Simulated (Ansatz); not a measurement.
# GeNHO+ (doublet): wave-function methods side by side, cc-pVDZ

The task here is to estimate one member of a computed series from the others.

The runs use Ansatz 0.2.0, Gaussian basis; cc-pVDZ, core rule «outside noble gas», up to 16 orbitals frozen.

To be run: UHF; CCSD(T) on ROHF; CCSD(T) on UHF; BCCD(T) on ROHF; CISD; CCSDT(Q) on ROHF; CCSDT(Q) on UHF.

12 further runs of the same task are left out: 1 for a mislabelled method, 2 that didn't finish, 9 set aside as unsound or not needed.

### What is computed

The geometry is a PBE0/def2-TZVP stationary point (not a proven minimum) of the parent state, kept for this charge and spin. No spin-orbit coupling is included. The filled d shell of Ge may be among the frozen orbitals whatever the setting's name suggests; the logs give the count.

4 atoms, charge 1, spin multiplicity 2.

Atoms are counted from 1 here; the program's logs count them from 0.

Bond lengths: Ge1–O2 1.893 Å, Ge1–H4 1.590 Å, O2–N3 1.176 Å. Angles: O2–Ge1–H4 85.1°, Ge1–O2–N3 171.0°.

Geometry (Å):

```
Ge    0.00000   -0.03440    0.70534
O     0.00000    0.08341   -1.18365
N     0.00000   -0.02878   -2.35401
H     0.00000    1.55524    0.66878
```

The first run:

in.yaml

```yaml
crystal:
  periodic: [false, false, false]
  atoms:
    - {symbol: Ge, position_ang: [0.000000, -0.034402, 0.705336]}
    - {symbol: O, position_ang: [0.000000, 0.083408, -1.183652]}
    - {symbol: N, position_ang: [0.000000, -0.028781, -2.354015]}
    - {symbol: H, position_ang: [0.000000, 1.555244, 0.668777]}
basis:
  gaussian: {orbitals: cc-pVDZ}
total_charge: 1
magnetization: {spin_polarized: true, initial_magnetization: 1}
hamiltonian: {xc: hf}
output: {orbitals: {seedname: orbitals}}
```

Command:

```
$ ansatz run in.yaml --threads 1 --pin off --events-out ev --progress --plain --max-ram 2393MiB
```

Steps of the session up to this table: UHF; CCSD(T) on ROHF; CCSD(T) on UHF; BCCD(T) on ROHF; CISD; CCSDT(Q) on ROHF; CCSDT(Q) on UHF.

One table of the session follows, with a row left open; its other results are not shown here.

| method | from UCCSDT(Q) (meV) |
| --- | --- |
| ROHF | +11734.0 |
| UHF | +11551.2 |
| RMP2 | +1256.2 |
| UMP2 | +1425.1 |
| RCCSD | +514.3 |
| UCCSD | ? |
| RCCSD(T) | +91.7 |
| UCCSD(T) | +101.6 |
| BCCD(T) | +90.5 |
| RCCSDT | +51.2 |
| UCCSDT | +50.1 |
| RCCSDT(Q) | +8.4 |
| UCCSDT(Q) | 0 |

Estimate the missing values for UCCSD.

**Answer.** from UCCSDT(Q) (meV): +506.0. In the column «from UCCSDT(Q) (meV)» it lies between UCCSD(T) (+101.6) and RCCSD (+514.3).

Not comparable, so not listed: CISD (they don't share determinant, frozen orbitals or solution with the rows shown, or repeat one).

To keep in mind: Restricted and unrestricted rows rest on different reference determinants; where their highest levels disagree by more than a few hundredths of an eV, they describe different states and don't form one ladder.
